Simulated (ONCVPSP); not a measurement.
**Pseudopotential generation for lutetium: ONCV, PBE**

Task: generate the file, and judge it by its errors in other configurations, its logarithmic derivatives, its ghosts and its cutoff.

The numbers are computed with ONCVPSP 4.0.1 (PBE, scalar-relativistic, spin-unpolarised reference atom).

## (1) The design

Typed settings, in words:

* element: lutetium (Lu, Z = 71)
* type: optimised norm-conserving Vanderbilt (ONCV)
* frozen core: [Xe]
* valence charge: 17
* reference configuration: 4f14 5d1 6s2
* partial waves: 6s: rc 2.90 bohr, ncon 3, nbas 7, qcut 2.3 1/bohr, 2 projectors, debl 0.4 Ha; p scattering state at 0.02 Ha: rc 3.15 bohr, ncon 4, nbas 7, qcut 2.2 1/bohr, 2 projectors, debl 2.2 Ha; 5d: rc 1.95 bohr, ncon 5, nbas 8, qcut 4.3 1/bohr, 3 projectors, debl 2.1 Ha; 4f: rc 1.00 bohr, ncon 4, nbas 9, qcut 19.3 1/bohr, 3 projectors, debl 2.1 Ha
* local potential: polynomial inside 0.80 bohr (lpopt 5, dvloc0 4 Ha)
* core correction: Teter function fitted to the true core (icmod 2), fcfact 0.3

The outer shells as boxes (Hund's rule for the drawing; the calculation is spin-unpolarised):

```
[Xe] core
4f [↑↓][↑↓][↑↓][↑↓][↑↓][↑↓][↑↓]
5d [↑ ][  ][  ][  ][  ]
6s [↑↓]
```

The nodes and maxima of the atom's own shells, from an earlier all-electron run, set the scale for the radii.

All-electron outer shells of the reference configuration (PBE, scalar-relativistic, ld1.x):

```tsv
shell	level (eV)	outermost node (bohr)	outermost maximum (bohr)
5p	-31.66	0.61	1.19
4f	-9.62	–	0.47
6s	-4.66	1.41	3.08
5d	-1.75	0.68	1.84
6p	-1.34	1.73	4.26
```

## (2) Generation

File Lu.dat:

```
# ATOM AND REFERENCE CONFIGURATION
# atsym  z   nc   nv     iexc    psfile
  Lu 71.00   11    3        4      upf
#
#   n    l    f
    1    0    2.00
    2    0    2.00
    2    1    6.00
    3    0    2.00
    3    1    6.00
    3    2   10.00
    4    0    2.00
    4    1    6.00
    4    2   10.00
    5    0    2.00
    5    1    6.00
    4    3   14.00
    5    2    1.00
    6    0    2.00
#
# PSEUDOPOTENTIAL AND OPTIMIZATION
# lmax
    3
#
#   l,   rc,      ep,       ncon, nbas, qcut
    0    2.90    0.00    3    7    2.30
    1    3.15    0.02    4    7    2.20
    2    1.95    0.00    5    8    4.30
    3    1.00    0.00    4    9   19.30
#
# LOCAL POTENTIAL
# lloc, lpopt,  rc(5),   dvloc0
    4    5    0.80    4.00
#
# VANDERBILT-KLEINMAN-BYLANDER PROJECTORs
# l, nproj, debl
    0    2    0.40
    1    2    2.20
    2    3    2.10
    3    3    2.10
#
# MODEL CORE CHARGE
# icmod, fcfact, rcfact
    2    0.30    1.10
#
# LOG DERIVATIVE ANALYSIS
# epsh1, epsh2, depsh
   -2.00    5.00    0.02
#
# OUTPUT GRID
# rlmax, drl
    6.00    0.01
#
# TEST CONFIGURATIONS
# ncnf
    4
# nvcnf
#   n    l    f
    3
    4    3   14.00
    5    2    1.00
    6    0    1.00
#
    3
    4    3   14.00
    5    2    1.00
    6    0    0.00
#
    3
    4    3   14.00
    5    2    0.00
    6    0    0.00
#
    4
    4    3   14.00
    5    2    1.00
    6    0    0.00
    6    1    2.00
#
```

On the command line:

```sh
$ oncvpsp.x < Lu.dat > Lu.out
```

**Question.** What will these runs give? Wanted: cutoffs for 1 and 0.1 mHa per electron, occupied waves; bound ghosts; GHOST(+) flags; largest test error; largest phase difference near zero energy, channels read; rms error of d²Exc/dn², without and with the model core; projector energies reset by the program.

As calculated:

| quantity | value |
| --- | --- |
| cutoffs for 1 and 0.1 mHa per electron, occupied waves | 146 Ha and 160 Ha |
| bound ghosts | s at -544.74 eV, s at -64.84 eV, p at -223.08 eV |
| GHOST(+) flags | p at 58 eV, d at 335 eV |
| largest test error (AE − PS) | -7.8 meV, for 4f14 5d1 6s0 6p2 (1 test unsolved) |
| largest phase difference near zero energy, channels read | 0.021 rad |
| rms error of d²Exc/dn², without and with the model core | 8.24 and 7.14 mHa |
| projector energies reset by the program | p: 0.050, 2.250 Ha |

What this shows: A bound ghost (s, p) makes it unfit for use: electrons can fall into a state that the atom doesn't have. The worst unpolarised test, 4f14 5d1 6s0 6p2, is off by 7.8 meV on 7.0 eV; by total energies transferability rates as good where solved. Atomic tests can pass in spite of a ghost, since they solve only for the levels asked. Of the tests 1 gave no usable energy difference, which is a warning in itself. It counts as very hard, with 146 Ha needed at the looser tolerance. At the looser tolerance the 4f wave is the slowest; 5d needs 11 Ha. Near zero energy the phases of the channels with partial waves agree within 0.021 rad. The program also flags highly localised states, GHOST(+) (p, d).
